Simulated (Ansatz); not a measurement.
# BClFH₄NSi: one species, many methods

The task here is to estimate one member of a computed series from the others.

The runs use Ansatz 0.2.0, Gaussian basis; functionals in def2-TZVPP, the program's frozen cores in correlated methods.

The runs, in order: PBE-D4, r2SCAN-D4, PBE0-D4, B3LYP-D4, ωB97X-V, ωB97M-V, B2PLYP; CCSD(T)/def2-TZVPP; MP2/def2-QZVPP; extrapolation to the limit.

**Structure used throughout**

The geometry comes from an earlier relaxation with PBE0-D4 in a triple-zeta def2 set; it is a stationary point, not always the lowest conformer.

SMILES `N[SiH](Cl)BF`, 9 atoms, charge 0, spin multiplicity 1.

Atoms are counted from 1 here; the program's logs count them from 0.

Bond lengths: N1–Si2 1.702 Å, N1–H6 1.008 Å, N1–H7 1.007 Å, Si2–Cl3 2.090 Å, Si2–B4 2.029 Å, Si2–H8 1.482 Å, B4–F5 1.323 Å, B4–H9 1.201 Å. Angles: Si2–N1–H6 120.3°, Si2–N1–H7 121.5°, H6–N1–H7 111.5°, N1–Si2–Cl3 115.3°, N1–Si2–B4 110.6°, N1–Si2–H8 107.9°, Cl3–Si2–B4 102.0°, Cl3–Si2–H8 104.8°, B4–Si2–H8 116.3°, Si2–B4–F5 118.8°, Si2–B4–H9 124.6°, F5–B4–H9 116.6°.

Set-up of the first run:

in.yaml

```yaml
crystal:
  periodic: [false, false, false]
  atoms:
    - {symbol: N, position_ang: [0.955409, 0.985322, 0.741103]}
    - {symbol: Si, position_ang: [0.439671, -0.475506, 0.036028]}
    - {symbol: Cl, position_ang: [1.242885, -0.891560, -1.848326]}
    - {symbol: B, position_ang: [-1.549939, -0.414584, -0.357558]}
    - {symbol: F, position_ang: [-2.139591, 0.764049, -0.478820]}
    - {symbol: H, position_ang: [0.592001, 1.865300, 0.411116]}
    - {symbol: H, position_ang: [1.882625, 1.088713, 1.120887]}
    - {symbol: H, position_ang: [0.904665, -1.586744, 0.898794]}
    - {symbol: H, position_ang: [-2.239225, -1.381489, -0.540225]}
basis:
  gaussian: {orbitals: def2-TZVPP}
hamiltonian: {xc: pbe, dispersion: d4}
output: {forces: true, orbitals: {seedname: orbitals}}
```

Command:

```
$ ansatz run in.yaml --threads 4 --pin off --events-out ev --progress --plain --max-ram 10444MiB
```

Steps of the session up to this table: PBE-D4 (GGA); r2SCAN-D4 (meta-GGA); PBE0-D4 (hybrid); B3LYP-D4 (hybrid); ωB97X-V (range-separated); ωB97M-V (range-separated); B2PLYP (double hybrid); CCSD(T) in def2-TZVPP; MP2 in def2-QZVPP.

One of the session's tables, all rows but one given; the rest of the session is left out.

It belongs to the step «Atomisation energies». 

```
            method  atomisation energy (kJ/mol)
            PBE-D4                       3243.0
         r2SCAN-D4                            ?
           PBE0-D4                       3184.4
          B3LYP-D4                       3191.0
           ωB97X-V                       3210.7
           ωB97M-V                       3208.5
            B2PLYP                       3156.2
     HF/def2-TZVPP                       2341.8
    MP2/def2-TZVPP                       3162.6
   CCSD/def2-TZVPP                       3041.4
CCSD(T)/def2-TZVPP                       3088.6
           MP2/CBS                       3260.9
       CCSD(T)/CBS                       3187.0
```

**Question.** Estimate the row for r2SCAN-D4.

As computed: atomisation energy (kJ/mol): 3197.8. In the column «atomisation energy (kJ/mol)» it lies between B3LYP-D4 (3191.0) and ωB97M-V (3208.5).

Limits of these values: Free atoms (1 N, 1 Si, 1 Cl, 1 B, 1 F, 4 H) were run apart at each level; the atomisation energy is their sum less the molecule, without zero-point or spin-orbit terms.
